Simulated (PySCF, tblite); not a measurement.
# C₆H₆FOS radical: geometry, infrared bands and EPR parameters

What infrared bands and EPR parameters should C₆H₆FOS radical (`C=CC1=C[S@@](=O)[C](F)C1`) show?

The runs use tblite 0.8.0 and PySCF 2.14.0, with density-fitted response routines of our own; the level of theory stands in each step. All values are computed, except where a source is named. Atoms are numbered from 0 throughout.

## 1. Starting geometry

15 atoms, charge 0, multiplicity 2; geometry from: force field or distance geometry start.

Bonds of the start (Å): C0–C1 1.35, C1–C2 1.44, C2–C3 1.37, C3–S4 1.80, S4–O5 1.51, S4–C6 1.77, C6–F7 1.34, C6–C8 1.49, C8–C2 1.52, C0–H9 1.09, C0–H10 1.08, C1–H11 1.08, C3–H12 1.07, C8–H13 1.10, C8–H14 1.09.

## 2. Optimising the geometry with GFN2-xTB

The job: settings as JSON, then the geometry in Å.

```
{"job": {"kind": "relax", "xc": "GFN2-xTB", "basis": "xTB"}, "charge": 0, "multiplicity": 2}
C      2.468200    -0.644600     0.130200
C      1.630900     0.395700    -0.094300
C      0.210200     0.378900     0.113700
C     -0.562600     1.476900    -0.133000
S     -2.310900     1.189700     0.210100
O     -2.964800     1.183500    -1.151100
C     -1.978200    -0.504000     0.600600
F     -2.915400    -1.339100     1.081200
C     -0.529700    -0.866100     0.565400
H      2.115600    -1.611300     0.486000
H      3.523100    -0.537100    -0.049300
H      2.071700     1.320600    -0.437400
H     -0.183000     2.415800    -0.476000
H     -0.375300    -1.687800    -0.142300
H     -0.204100    -1.163200     1.562100
```

The run is started by

```sh
OMP_NUM_THREADS=1 python probes_run.py task.json out
```

This one command runs all jobs of the session in turn.

Log:

```text
step      E/eV     max force
  0    -756.37670    2.226
  1    -756.47435    1.364
  2    -756.50616    0.553
  3    -756.52278    0.444
  4    -756.54682    0.334
  5    -756.55315    0.265
  6    -756.55693    0.256
  7    -756.55956    0.157
  8    -756.56215    0.145
  9    -756.56463    0.150
 10    -756.56742    0.174
 11    -756.57076    0.191
 12    -756.57477    0.182
 13    -756.57950    0.165
 14    -756.58461    0.209
 15    -756.58963    0.189
 16    -756.59412    0.222
 17    -756.59796    0.176
 18    -756.60067    0.106
 19    -756.60218    0.087
 20    -756.60286    0.102
 21    -756.60342    0.081
 22    -756.60383    0.049
 23    -756.60423    0.052
 24    -756.60445    0.054
 25    -756.60488    0.056
 26    -756.60534    0.057
 27    -756.60582    0.058
 28    -756.60624    0.061
 29    -756.60676    0.060
 30    -756.60757    0.078
 31    -756.60870    0.088
 32    -756.60980    0.086
 33    -756.61051    0.054
 34    -756.61094    0.050
 35    -756.61131    0.045
 36    -756.61165    0.043
 37    -756.61189    0.035
 38    -756.61207    0.032
 39    -756.61225    0.031
 40    -756.61243    0.032
 41    -756.61257    0.027
 42    -756.61266    0.025
 43    -756.61275    0.025
 44    -756.61286    0.027
 45    -756.61299    0.031
 46    -756.61311    0.025
 47    -756.61320    0.025
 48    -756.61328    0.026
 49    -756.61336    0.022
 50    -756.61343    0.022
 51    -756.61347    0.020
 52    -756.61351    0.018
 53    -756.61357    0.021
 54    -756.61367    0.031
 55    -756.61379    0.031
 56    -756.61390    0.022
 57    -756.61397    0.019
 58    -756.61404    0.018
 59    -756.61412    0.024
 60    -756.61420    0.024
 61    -756.61426    0.026
 62    -756.61431    0.024
 63    -756.61435    0.017
 64    -756.61440    0.020
 65    -756.61444    0.015
 66    -756.61447    0.011
 67    -756.61448    0.008
```

Run time: 0.93 s. Hardware: 1 thread of AMD EPYC, shared host.

The steps of the relaxation: (not every step is listed)

| step | energy from step 0 (eV) | largest force (eV/Å) |
| --- | --- | --- |
| 0 | 0.0000 | 2.2260 |
| 1 | -0.0976 | 1.3639 |
| 2 | -0.1295 | 0.5529 |
| 3 | -0.1461 | 0.4441 |
| 4 | -0.1701 | 0.3343 |
| 5 | -0.1764 | 0.2647 |
| 6 | -0.1802 | 0.2556 |
| 7 | -0.1829 | 0.1569 |
| 8 | -0.1854 | 0.1455 |
| 13 | -0.2028 | 0.1645 |
| 18 | -0.2240 | 0.1065 |
| 23 | -0.2275 | 0.0525 |
| 28 | -0.2295 | 0.0608 |
| 33 | -0.2338 | 0.0544 |
| 38 | -0.2354 | 0.0324 |
| 43 | -0.2360 | 0.0252 |
| 48 | -0.2366 | 0.0256 |
| 53 | -0.2369 | 0.0209 |
| 58 | -0.2373 | 0.0179 |
| 62 | -0.2376 | 0.0241 |
| 63 | -0.2376 | 0.0167 |
| 64 | -0.2377 | 0.0198 |
| 65 | -0.2377 | 0.0146 |
| 66 | -0.2378 | 0.0112 |
| 67 | -0.2378 | 0.0079 |

Distances of close pairs at the start and the end, largest changes first:

| bond | before (Å) | after (Å) | change (Å) |
| --- | --- | --- | --- |
| S4–O5 | 1.510 | 1.461 | -0.049 |
| C2–C3 | 1.365 | 1.336 | -0.029 |
| C0–C1 | 1.354 | 1.329 | -0.025 |
| S4–C6 | 1.770 | 1.793 | +0.024 |
| C2–C8 | 1.517 | 1.501 | -0.016 |
| C1–C2 | 1.436 | 1.450 | +0.014 |
| C0–H9 | 1.089 | 1.077 | -0.012 |
| C8–H14 | 1.090 | 1.099 | +0.009 |

The next job starts from the end point, and lists it.

## 3. Infrared spectrum with GFN2-xTB

The job: settings as JSON, then the geometry in Å.

```
{"job": {"kind": "ir", "xc": "GFN2-xTB", "basis": "xTB"}, "charge": 0, "multiplicity": 2}
C      2.468336    -0.647640     0.154557
C      1.654193     0.369013    -0.109752
C      0.216787     0.359442     0.081871
C     -0.572399     1.406442    -0.173342
S     -2.315123     1.166953     0.223565
O     -3.132717     1.470166    -0.948238
C     -1.950389    -0.584986     0.340925
F     -2.832349    -1.349146     1.012424
C     -0.507708    -0.865829     0.559659
H      2.117664    -1.588146     0.543953
H      3.528275    -0.571413    -0.013685
H      2.055929     1.296409    -0.494864
H     -0.250254     2.369839    -0.525020
H     -0.192328    -1.751670    -0.003497
H     -0.292330    -1.071443     1.617290
```

Log:

```text
mode    cm-1     km/mol
  1      72.2      1.12
  2      99.0      3.19
  3     144.9      4.23
  4     181.0      0.30
  5     193.7      2.45
  6     266.4      3.34
  7     329.0      4.19
  8     380.1      9.23
  9     412.2     19.42
 10     440.1     12.17
 11     470.1     13.47
 12     551.1      4.56
 13     609.1     14.03
 14     648.3      3.52
 15     755.1     28.59
 16     785.6     28.53
 17     887.0      1.75
 18     897.9      8.96
 19     907.0      4.93
 20    1003.3      9.76
 21    1008.6     17.97
 22    1061.1      3.05
 23    1087.9     36.58
 24    1100.4    113.81
 25    1132.3    267.53
 26    1168.2     45.45
 27    1248.7    124.41
 28    1288.1      3.48
 29    1316.5     24.70
 30    1403.1      6.33
 31    1419.8      7.64
 32    1620.7      6.70
 33    1660.5      0.25
 34    2870.6      7.78
 35    2925.8      5.48
 36    3069.5     17.93
 37    3114.4      9.12
 38    3133.0      5.31
 39    3140.8     30.91
```

Wall time 1.1 s (1 thread of AMD EPYC, shared host).

The strongest bands and the atoms that carry them (share of the mass-weighted mode):

| cm⁻¹ | km/mol | atoms |
| --- | --- | --- |
| 755 | 28.6 | C3 53 %, H12 21 %, S4 14 % |
| 786 | 28.5 | H12 55 %, C3 27 % |
| 1088 | 36.6 | H12 58 %, C3 11 % |
| 1100 | 113.8 | C6 45 %, C8 24 %, F7 11 % |
| 1132 | 267.5 | O5 50 %, S4 29 % |
| 1168 | 45.5 | C6 29 %, H13 29 %, H14 17 % |
| 1249 | 124.4 | C6 39 %, C2 13 %, C8 13 % |
| 3141 | 30.9 | H10 59 %, H9 30 % |

## 4. g tensor and hyperfine couplings: B3LYP/pcH-1

Settings changed since step 3:

```diff
@@ -1,2 +1,2 @@
-{"job": {"kind": "ir", "xc": "GFN2-xTB", "basis": "xTB"}, "charge": 0, "multiplicity": 2}
+{"job": {"kind": "epr", "basis": "pcH-1"}, "charge": 0, "multiplicity": 2}
 C      2.468336    -0.647640     0.154557
```

Level: UKS B3LYP, pcH-1 on C F H O S, non-relativistic, mean-field spin-orbit, GIAO.

Log:

```text
UKS, coarse grid
  cycle   1  E = -805.12924650  |g| = 7.95e-01
  cycle   2  E = -802.85773431  |g| = 2.26e+00
  cycle   3  E = -805.30426620  |g| = 3.56e-01
  cycle   4  E = -805.35596029  |g| = 1.69e-01
  cycle   5  E = -805.36583771  |g| = 5.39e-02
  cycle   6  E = -805.36696469  |g| = 2.40e-02
  cycle   7  E = -805.36726259  |g| = 7.61e-03
  cycle   8  E = -805.36729366  |g| = 3.31e-03
  cycle   9  E = -805.36729968  |g| = 1.74e-03
  cycle  10  E = -805.36730227  |g| = 6.60e-04
UKS, final grid
  cycle   1  E = -805.36725780  |g| = 1.27e-03
  cycle   2  E = -805.36725536  |g| = 2.76e-03
  cycle   3  E = -805.36725856  |g| = 2.05e-04
  cycle   4  E = -805.36725858  |g| = 6.85e-05
  cycle   5  E = -805.36725859  |g| = 6.30e-05
  cycle   6  E = -805.36725859  |g| = 1.79e-05
E = -805.36725859 Eh   <S^2> = 0.7550 (exact 0.7500)
g shifts (ppm)      1          2          3
  rmc          -205       -205       -205
  gc            -17         39         56
  oz_so        -453       1688       2514
  total        -674       1523       2365
hyperfine (MHz)  atom isotope    a_iso     a_fc   dipolar eigenvalues
    0   13C      -0.08      -0.08     -0.39     -0.14      0.53
    1   13C       1.20       1.20     -0.54     -0.16      0.70
    2   13C       5.16       5.16     -1.68     -0.52      2.20
    3   13C       2.19       2.20     -0.86     -0.50      1.36
    4   33S       7.97       8.05     -9.86     -5.27     15.13
    5   17O      -6.00      -5.95    -15.90      6.69      9.21
    6   13C     248.83     248.70    -76.94    -72.74    149.68
    7   19F     187.59     186.44   -246.03   -213.34    459.37
    8   13C     -16.25     -16.27     -2.89     -1.07      3.95
    9    1H       0.29       0.29     -1.12     -0.92      2.04
   10    1H       0.42       0.42     -0.47     -0.41      0.88
   11    1H      -0.16      -0.17     -0.80     -0.67      1.47
   12    1H       0.27       0.27     -1.87     -1.40      3.27
   13    1H      84.44      84.44     -5.56     -4.78     10.35
   14    1H      82.69      82.69     -4.46     -2.76      7.22
```

Run time: 2.6 min. Hardware: 1 thread of AMD EPYC, shared host; peak memory 0.97 GiB.

Principal g values 2.00164, 2.00384, 2.00468; g(iso) = 2.00339, against 2.00232 for a free electron.

Hyperfine couplings, nucleus by nucleus at this fixed geometry (no averaging over rotations):

| nuclei | isotope | a(iso) (MHz) | a(iso) (G, at g = 2.0023) | largest dipolar term (MHz) |
| --- | --- | --- | --- | --- |
| C6 | 13C | 248.8 | 88.8 | 149.7 |
| F7 | 19F | 187.6 | 66.9 | 459.4 |
| H13 | 1H | 84.4 | 30.1 | 10.3 |
| H14 | 1H | 82.7 | 29.5 | 7.2 |
| C8 | 13C | -16.3 | -5.8 | 4.0 |
| S4 | 33S | 8.0 | 2.8 | 15.1 |
| O5 | 17O | -6.0 | -2.1 | -15.9 |
| C2 | 13C | 5.2 | 1.8 | 2.2 |
| C3 | 13C | 2.2 | 0.8 | 1.4 |
| C1 | 13C | 1.2 | 0.4 | 0.7 |
| H10 | 1H | 0.4 | 0.1 | 0.9 |
| H9 | 1H | 0.3 | 0.1 | 2.0 |
| H12 | 1H | 0.3 | 0.1 | 3.3 |
| H11 | 1H | -0.2 | -0.1 | 1.5 |

Mulliken spin populations:

C0 0.00; C1 0.00; C2 0.00; C3 0.00; S4 0.05; O5 0.02; C6 0.84; F7 0.07; C8 -0.05; H9 0.00; H10 0.00; H11 0.00; H12 0.00; H13 0.03; H14 0.05

In first order the couplings over 0.8 MHz of 19F, 1H give 8 distinct lines over 126.6 G.

Orbitals, density, ELF and potential are computed afterwards from the orbital file.

ELF in a plane through or near 12 of the atoms.

Values, 10 rows by 14 columns:
```
0.00 0.00 0.00 0.00 0.00 0.00 0.00 0.00 0.00 0.00 0.00 0.00 0.00 0.00
0.00 0.00 0.00 0.00 0.00 0.00 0.00 0.04 0.05 0.00 0.00 0.00 0.00 0.00
0.00 0.00 0.00 0.00 0.48 0.79 0.01 0.99 0.98 0.01 0.03 0.05 0.00 0.00
0.00 0.00 0.00 0.00 0.88 1.00 0.03 0.77 0.78 0.20 0.39 0.52 0.08 0.00
0.00 0.00 0.94 0.88 0.52 0.36 0.80 0.69 0.55 0.21 0.20 0.29 0.05 0.00
0.00 0.01 0.92 0.90 0.14 0.44 0.45 0.90 0.38 0.90 0.39 0.06 0.00 0.00
0.00 0.00 0.02 0.30 0.99 0.72 0.34 0.37 0.77 0.68 0.64 0.14 0.00 0.00
0.00 0.00 0.00 0.06 0.74 0.02 0.08 0.26 0.02 0.87 0.81 0.18 0.00 0.00
0.00 0.00 0.00 0.00 0.00 0.00 0.00 0.00 0.00 0.14 0.07 0.00 0.00 0.00
0.00 0.00 0.00 0.00 0.00 0.00 0.00 0.00 0.00 0.00 0.00 0.00 0.00 0.00
```
The map spans 12.3 Å across and 10.0 Å up, centred on the molecule. Atoms in the plane (x, y in Å): C0 (-2.5, -0.2), C1 (-1.6, 0.7), C2 (-0.2, 0.4), C3 (0.8, 1.3), S4 (2.5, 0.7), C6 (1.8, -0.9), F7 (2.6, -2.0), C8 (0.3, -1.0), H9 (-2.4, -1.3), H10 (-3.6, 0.1), H11 (-1.8, 1.8), H12 (0.7, 2.4).

On the surface of density 0.002 e/bohr³ the electrostatic potential runs, from the 1st to the 99th percentile, from -2.07 V near O5 to 1.38 V near H12.

The spin density lies nearest to C6 65 %; S4 10 %; F7 10 %.

## 5. Outcome

| quantity | value |
| --- | --- |
| strongest single infrared mode (GFN2-xTB) | 1132 cm⁻¹, 268 km/mol |
| zero-point energy (GFN2-xTB) | 64.0 kcal/mol |
| g(iso) (B3LYP) | 2.00339 |
| ⟨S²⟩ | 0.755 (exact 0.75) |
| largest a(iso) | 13C on C6, 248.8 MHz |
| surface potential, 1st and 99th percentile | -2.07 V and 1.38 V |

The optimisation took 67 steps and gained 0.238 eV; among the close pairs (by a distance rule), S4–O5 changed most, from 1.510 to 1.461 Å. All 39 modes are real, so the xTB geometry is a minimum. The strongest single mode, at 1132 cm⁻¹, moves mainly O5 and S4. Unscaled tight-binding wavenumbers are off by several per cent, some by more. Its intensities can rank the bands wrongly. C6 carries the largest spin population, 0.84 e. The isotropic g lies 1.1 ppt above the free-electron value.
